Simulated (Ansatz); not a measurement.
# H5NOSi: the cost of one run

Method: PBE0-D4/def2-TZVP structures, single points in def2-TZVPP, no counterpoise correction; program: Ansatz 0.2.0, Gaussian basis.

Levels: SPW92, PBE-D4, BLYP-D4, r2SCAN-D4, B97M-V, PBE0-D4, B3LYP-D4, r2SCAN0-D4, BHLYP-D4, CAM-B3LYP-D4, wB97X-V, wB97M-V, B2PLYP, PBE-QIDH, RPA on PBE, Hartree-Fock, MP2, CCSD, CCSD(T).

Correlated methods freeze the cores. B3LYP uses VWN-RPA correlation. B2PLYP carries no dispersion term here.

94 further runs of the same task are left out: 94 set aside as unsound or not needed. Runs told in other sessions of the task aren't counted.

### Step 1. The system as given

The complex: 12 atoms, charge 0, spin multiplicity 1.

Atoms are counted from 1 here; the program's logs count them from 0.

Bond lengths: Si1–O2 1.657 Å, Si1–H3 1.489 Å, Si1–H4 1.485 Å, Si1–N5 1.700 Å, O2–H8 0.960 Å, N5–H9 1.013 Å, N5–H10 1.005 Å, H6–N7 1.015 Å, N7–H11 1.013 Å, N7–H12 1.013 Å. Angles: O2–Si1–H3 112.2°, O2–Si1–H4 101.4°, O2–Si1–N5 111.0°, H3–Si1–H4 110.2°, H3–Si1–N5 106.2°, H4–Si1–N5 115.8°, Si1–O2–H8 114.7°, Si1–N5–H9 118.0°, Si1–N5–H10 122.4°, H9–N5–H10 114.6°, H6–N7–H11 107.1°, H6–N7–H12 107.4°, H11–N7–H12 107.2°.

As a file:

```csv
atom,x (Å),y (Å),z (Å)
Si1,0.0248,-1.4386,-0.0078
O2,-0.9392,-0.8973,-1.2420
H3,-0.2954,-2.8389,0.3844
H4,1.3695,-1.3753,-0.6356
N5,-0.1856,-0.4939,1.3902
H6,0.0003,1.3852,-1.0677
N7,0.4937,1.9476,-0.3811
H8,-1.8674,-0.8069,-1.0159
H9,0.0983,0.4774,1.3542
H10,-0.1968,-0.8923,2.3123
H11,1.4394,2.0713,-0.7215
H12,0.0583,2.8617,-0.3697
```

Its parts: H₅NOSi holds atoms 1, 2, 3, 4, 5, 8, 9, 10; NH₃ holds atoms 6, 7, 11, 12. Each part counts its atoms afresh in its own runs.

### Step 2. Relaxing H₅NOSi alone

Input file relax-a/in.yaml:

```yaml
crystal:
  periodic: [false, false, false]
  atoms:
    - {symbol: Si, position_ang: [0.024832, -1.438563, -0.007780]}
    - {symbol: O, position_ang: [-0.939175, -0.897285, -1.241953]}
    - {symbol: H, position_ang: [-0.295353, -2.838919, 0.384392]}
    - {symbol: H, position_ang: [1.369523, -1.375259, -0.635578]}
    - {symbol: N, position_ang: [-0.185573, -0.493891, 1.390191]}
    - {symbol: H, position_ang: [-1.867394, -0.806894, -1.015852]}
    - {symbol: H, position_ang: [0.098343, 0.477425, 1.354221]}
    - {symbol: H, position_ang: [-0.196778, -0.892326, 2.312337]}
basis:
  gaussian: {orbitals: def2-TZVP}
hamiltonian: {xc: pbe0, dispersion: d4}
relax: {f_tol: 0.005, max_steps: 200}
```

On the command line:

```sh
ansatz run in.yaml --threads 4 --pin off --events-out ev --progress --plain --max-ram 9574MiB
```

**Question.** How long does this run take on 4 threads of Arm Neoverse V1, shared host?

About 26 s.
